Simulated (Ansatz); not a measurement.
# AsCl3H3In: up Jacob's ladder to CCSD(T)

How much do the methods differ for AsCl3H3In? The plan is to run it at one geometry with functionals of several rungs and with coupled cluster, and see how far each lands from CCSD(T) at the basis-set limit for the atomisation energy.

Computed with Ansatz 0.2.0, Gaussian basis. Level: functionals in def2-TZVPP, the program's frozen cores in correlated methods.

Levels to be run: LDA (SPW92), PBE-D4, revPBE-D4, BLYP-D4, r2SCAN-D4, B97M-V, PBE0-D4, B3LYP-D4, r2SCANh-D4, r2SCAN0-D4, HSE06-D4, BHLYP-D4, CAM-B3LYP-D4, LC-ωPBE, ωB97X-V, ωB97M-V, B2PLYP, PBE-QIDH; CCSD(T)/def2-SVP; CCSD(T)/def2-TZVPP; MP2/def2-QZVPP; extrapolation to the limit; RPA on PBE.

## Step 1: The relaxed structure

All runs share one geometry, relaxed beforehand with PBE0-D4 in a triple-zeta def2 set. In takes the def2 core potential; no spin-orbit term is included.

SMILES `[Cl][In-]([Cl])([Cl])[AsH3+]`, 8 atoms, charge 0, spin multiplicity 1.

Atoms are counted from 1 here; the program's logs count them from 0.

Bond lengths: Cl1–In2 2.324 Å, In2–Cl3 2.325 Å, In2–Cl4 2.324 Å, In2–As5 2.802 Å, As5–H6 1.504 Å, As5–H7 1.504 Å, As5–H8 1.504 Å. Angles: Cl1–In2–Cl3 117.9°, Cl1–In2–Cl4 117.9°, Cl1–In2–As5 98.6°, Cl3–In2–Cl4 117.9°, Cl3–In2–As5 98.3°, Cl4–In2–As5 98.5°, In2–As5–H6 118.7°, In2–As5–H7 118.3°, In2–As5–H8 118.6°, H6–As5–H7 99.1°, H6–As5–H8 99.1°, H7–As5–H8 99.1°.

## Step 2: LDA

This LDA is Slater exchange with PW92 correlation.

Input file in.yaml:

```yaml
crystal:
  periodic: [false, false, false]
  atoms:
    - {symbol: Cl, position_ang: [-0.789253, -2.096689, 1.955339]}
    - {symbol: In, position_ang: [0.456090, -1.480675, 0.092227]}
    - {symbol: Cl, position_ang: [2.734953, -1.122148, 0.378076]}
    - {symbol: Cl, position_ang: [-0.277135, -2.200689, -1.992557]}
    - {symbol: As, position_ang: [-0.354182, 1.195178, -0.087099]}
    - {symbol: H, position_ang: [-1.340539, 1.721258, 0.919402]}
    - {symbol: H, position_ang: [0.694296, 2.267798, 0.026032]}
    - {symbol: H, position_ang: [-1.031929, 1.658766, -1.347419]}
basis:
  gaussian: {orbitals: def2-TZVPP}
hamiltonian: {xc: lda}
output: {orbitals: {seedname: orbitals}}
```

Launch:

```console
$ ansatz run in.yaml --threads 4 --pin off --events-out ev --progress --plain --max-ram 11315MiB
```

Further steps of the session: PBE-D4 (GGA); revPBE-D4 (GGA); BLYP-D4 (GGA); r2SCAN-D4 (meta-GGA); B97M-V (meta-GGA); PBE0-D4 (hybrid); B3LYP-D4 (hybrid); r2SCANh-D4 (hybrid); r2SCAN0-D4 (hybrid); HSE06-D4 (hybrid); BHLYP-D4 (hybrid); CAM-B3LYP-D4 (range-separated); LC-ωPBE (range-separated); ωB97X-V (range-separated); ωB97M-V (range-separated); B2PLYP (double hybrid); PBE-QIDH (double hybrid); CCSD(T) in def2-SVP; CCSD(T) in def2-TZVPP; MP2 in def2-QZVPP; RPA on PBE orbitals.

**Question.** What will the summary of the whole plan be? Wanted: atomisation energy, CCSD(T)/CBS; farthest beyond LDA; mean size of error, GGA; mean size of error, meta-GGA; mean size of error, hybrid; mean size of error, range-separated; mean size of error, double hybrid; gap, smallest and largest; T1 diagnostic.

**Answer**, as computed:

| quantity | value |
| --- | --- |
| atomisation energy, CCSD(T)/CBS | 477.9 kcal/mol |
| functionals within 4.8 kcal/mol (1.0 %) | PBE-D4, r2SCAN-D4, r2SCANh-D4, ωB97X-V, ωB97M-V |
| farthest beyond LDA | revPBE-D4 (-19.1 kcal/mol) |
| mean size of error, GGA | 13.8 kcal/mol |
| mean size of error, meta-GGA | 4.0 kcal/mol |
| mean size of error, hybrid | 10.1 kcal/mol |
| mean size of error, range-separated | 7.7 kcal/mol |
| mean size of error, double hybrid | 13.5 kcal/mol |
| gap, smallest and largest | 4.32 eV (LDA (SPW92)), 11.70 eV (LC-ωPBE) |
| T1 diagnostic | 0.0114 |
| triples share of the correlation energy | 3.7 % |

In words: LDA overbinds by 65.6 kcal/mol (14 %). PBE-D4 is off by -4.6 kcal/mol. Double hybrids carry the basis error of their MP2 part in triple zeta, and no dispersion term here, so their miss is partly the set-up's. By mean error the best rung here is meta-GGA (4.0 kcal/mol) and the worst beyond LDA is GGA (13.8 kcal/mol). double hybrid functionals lie within the reference's doubt of that worst mean (13.5 kcal/mol), so those two tie. The reference freezes the cores and leaves out spin-orbit coupling and excitations past (T), and its outer-core shells are covered unevenly, so misses under about 4.8 kcal/mol can't be ranked. All levels share the lack of spin-orbit coupling, which lowers the free heavy atoms and so the true binding. Hartree-Fock recovers 70 % of the binding; the rest is correlation. CCSD(T) in def2-SVP is off by -45.8 kcal/mol, so the small basis spoils what the method gains. Orbital gaps span 4.3 to 11.7 eV; exact exchange widens them. Correlated methods include outer-core shells of As, In, which these sets cover unevenly.
